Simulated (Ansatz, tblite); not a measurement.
**NbSeF3: a ladder of methods and basis sets**

An exercise on one series of results from a longer session: the logs are not shown, and one member is left open.

The runs use Ansatz 0.2.0, Gaussian basis; as each input shows.

The runs, in order: GFN1-xTB, GFN2-xTB, PBE-D4/def2-TZVP, r2SCAN-D4/def2-TZVP, ωB97X-V/def2-TZVP, revPBE-D4/def2-TZVP, HF/def2-TZVP, r2SCANh-D4/def2-TZVP, B3LYP-D4/def2-TZVP, LC-ωPBE/def2-TZVP, B97M-V/def2-TZVP, PBE-D4/def2-SVP, PBE0-D4/def2-SVP, PBE0-D4/def2-TZVPD, PBE-D4/def2-TZVPD, r2SCAN-D4/def2-TZVPD, CCSD(T)/def2-TZVP, RPA/def2-TZVP.

2 further runs of the same task are left out: 1 that didn't finish, 1 set aside as unsound or not needed. Runs told in other sessions of the task aren't counted.

**The structure**

The singlet was relaxed beforehand with r2SCAN-D4/def2-SVP.

5 atoms, charge 0, spin multiplicity 1.

Bond lengths: Nb1–Se2 2.276 Å, Nb1–F3 1.854 Å, Nb1–F4 1.854 Å, Nb1–F5 1.854 Å. Angles: Se2–Nb1–F3 108.3°, Se2–Nb1–F4 108.3°, Se2–Nb1–F5 108.2°, F3–Nb1–F4 110.7°, F3–Nb1–F5 110.7°, F4–Nb1–F5 110.7°.

Formally the metal is d0. Nb takes a core potential in the def2 sets. No spin-orbit coupling is included.

PBE0-D4/def2-TZVP was run before; its log isn't repeated, and its numbers join the tables.

Set-up of the first run:

Tight binding, by tblite at 300 K electronic temperature and without a spin-polarisation term:

```python
tblite.interface.Calculator('GFN1-xTB', numbers, positions, charge=0, uhf=0).singlepoint()
```

Tight binding, by tblite at 300 K electronic temperature and without a spin-polarisation term:

```python
tblite.interface.Calculator('GFN2-xTB', numbers, positions, charge=0, uhf=0).singlepoint()
```

start.molden holds the orbitals of an earlier run on this state, given as this run's starting guess.

File in.yaml:

```yaml
crystal:
  periodic: [false, false, false]
  atoms:
    - {symbol: Nb, position_ang: [-0.000433, 0.000788, -0.106882]}
    - {symbol: Se, position_ang: [0.010007, -0.016476, 2.169221]}
    - {symbol: F, position_ang: [1.757396, 0.009549, -0.695625]}
    - {symbol: F, position_ang: [-0.887072, 1.527656, -0.671805]}
    - {symbol: F, position_ang: [-0.879898, -1.521508, -0.694909]}
basis:
  gaussian: {orbitals: def2-TZVP, initial_orbitals: start.molden}
hamiltonian: {xc: pbe, dispersion: d4}
scf: {omitted_lower_state_checks: [starts]}
output: {orbitals: {seedname: orbitals}}
```

Started as:

```sh
$ ansatz run in.yaml --threads 4 --pin off --events-out ev --progress --plain --max-ram 3916MiB
```

Among the steps run: PBE-D4/def2-TZVP; r2SCAN-D4/def2-TZVP; ωB97X-V/def2-TZVP; revPBE-D4/def2-TZVP; HF/def2-TZVP; r2SCANh-D4/def2-TZVP; B3LYP-D4/def2-TZVP; LC-ωPBE/def2-TZVP; B97M-V/def2-TZVP; PBE-D4/def2-SVP; PBE0-D4/def2-SVP; PBE0-D4/def2-TZVPD; PBE-D4/def2-TZVPD; r2SCAN-D4/def2-TZVPD; CCSD(T)/def2-TZVP; RPA/def2-TZVP.

One of the session's tables, all rows but one given; the rest of the session is left out.

It belongs to the step «Levels side by side». 

| level | HOMO (eV) | LUMO (eV) | gap (eV) |
| --- | --- | --- | --- |
| HF/def2-TZVP | -10.44 | 0.41 | 10.85 |
| PBE-D4/def2-SVP | -6.80 | -3.52 | 3.28 |
| PBE-D4/def2-TZVP | -6.89 | -3.63 | 3.26 |
| PBE-D4/def2-TZVPD | ? | ? | ? |
| revPBE-D4/def2-TZVP | -6.81 | -3.54 | 3.27 |
| r2SCAN-D4/def2-TZVP | -7.19 | -3.63 | 3.56 |
| r2SCAN-D4/def2-TZVPD | -7.17 | -3.61 | 3.56 |
| B97M-V/def2-TZVP | -7.15 | -3.55 | 3.60 |
| r2SCANh-D4/def2-TZVP | -7.62 | -3.37 | 4.26 |
| B3LYP-D4/def2-TZVP | -7.82 | -3.15 | 4.67 |
| PBE0-D4/def2-SVP | -8.04 | -2.92 | 5.11 |
| PBE0-D4/def2-TZVP | -8.06 | -2.96 | 5.10 |
| PBE0-D4/def2-TZVPD | -8.05 | -2.95 | 5.09 |
| LC-ωPBE/def2-TZVP | -10.49 | -0.80 | 9.69 |
| ωB97X-V/def2-TZVP | -10.19 | -0.85 | 9.34 |

Q: Estimate the row for PBE-D4/def2-TZVPD from the others.

**Answer.** HOMO (eV): -6.90; LUMO (eV): -3.65; gap (eV): 3.26. In the column «HOMO (eV)» it lies between B97M-V/def2-TZVP (-7.15) and PBE-D4/def2-TZVP (-6.89).
